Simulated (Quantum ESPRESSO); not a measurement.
# WS2: dielectric tensor and Born charges under several settings

```
CELL_PARAMETERS angstrom
3.18000 0.00000 0.00000
-1.59000 2.75396 0.00000
0.00000 0.00000 12.50000
ATOMIC_POSITIONS crystal
S 0.33333 0.66667 0.62500
S 0.66667 0.33333 0.12500
S 0.33333 0.66667 0.87500
S 0.66667 0.33333 0.37500
W 0.33333 0.66667 0.25000
W 0.66667 0.33333 0.75000
```

All runs used Quantum ESPRESSO 7.5; k mesh 12 × 12 × 3; given cell; no spin polarisation; occupations smeared at first, fixed for the response.

```csv
level,potentials,cutoff (eV),pressure (GPa),ε∞ (diagonal),Born charge of atom 1 (e)
LDA,PseudoDojo 0.4.1 SR LDA standard,952,?,?,?
PBE,PseudoDojo 0.4.1 SR PBE standard,1007,2.3,"13.78, 13.78, 5.65",0.24
```

Q: What stands in the row left open?

A: Pressure -5.9 GPa; ε∞ 13.96, 13.96, 5.92; Born charge of atom 1 0.29 e.

Caveats: on a mesh that holds Γ this program's dielectric tensor can be off by some percent beyond the error of the mesh; the cell is more than 3 GPa from zero pressure, which shifts response properties (some runs); this functional lacks dispersion, which binds the layers, so the pressure and a relaxed spacing across them are unreliable (some runs).

For the row left open. Caveat: the cell is more than 3 GPa from zero pressure, which shifts response properties; on a mesh that holds Γ this program's dielectric tensor can be off by some percent beyond the error of the mesh.
